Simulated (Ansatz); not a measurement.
The system is Cd2S.

```xyz
3
Lattice="3.9627 0.0000 0.0000 -1.9813 3.4318 0.0000 0.0000 0.0000 5.8092" Properties=species:S:1:pos:R:3 pbc="T T T"
Cd    0.0000    2.2878    5.4183
Cd    1.9813    1.1439    3.3620
S     0.0000    2.2878    2.1245
```

The cell comes from a database or a generator and needn't be the stable form of this composition.

Base run:

| Item | Value |
| --- | --- |
| Program | Ansatz 0.2.0 |
| Functional | PBEsol |
| Potentials or basis | all-electron LAPW, scalar-relativistic |
| Cutoff | 229 eV |
| Density cutoff | 917 eV |
| Basis error allowed | 0.002 eV/atom |
| k mesh | 6 × 6 × 4 |
| Occupations | fermi-dirac, width 0.05 eV |
| Spin | no spin polarisation |

Its results: band gap on the k mesh 0.09 eV, indirect (least direct gap 0.47 eV); pressure -3.1 GPa; largest force 0.130 eV/Å.

Problem. After a change of settings the same cell gave: band gap on the k mesh 1.20 eV, indirect (least direct gap 1.38 eV); pressure -3.3 GPa; largest force 0.111 eV/Å. Which change was it?
A. potentials or basis from all-electron LAPW, scalar-relativistic to all-electron LAPW, relativistic spinors; spin from no spin polarisation to spin-orbit coupling, no magnetisation
B. k mesh from 6 × 6 × 4 to 8 × 8 × 5
C. k mesh from 6 × 6 × 4 to 5 × 5 × 3; occupations from fermi-dirac, width 0.05 eV to fermi-dirac, width 0.03 eV
D. functional from PBEsol to LDA; k mesh from 6 × 6 × 4 to 8 × 8 × 5

Solution. C.

Caveats: an odd mesh through Γ misses points on the zone boundary, where band edges often lie (some runs).

Not every run made on this cell is shown here.
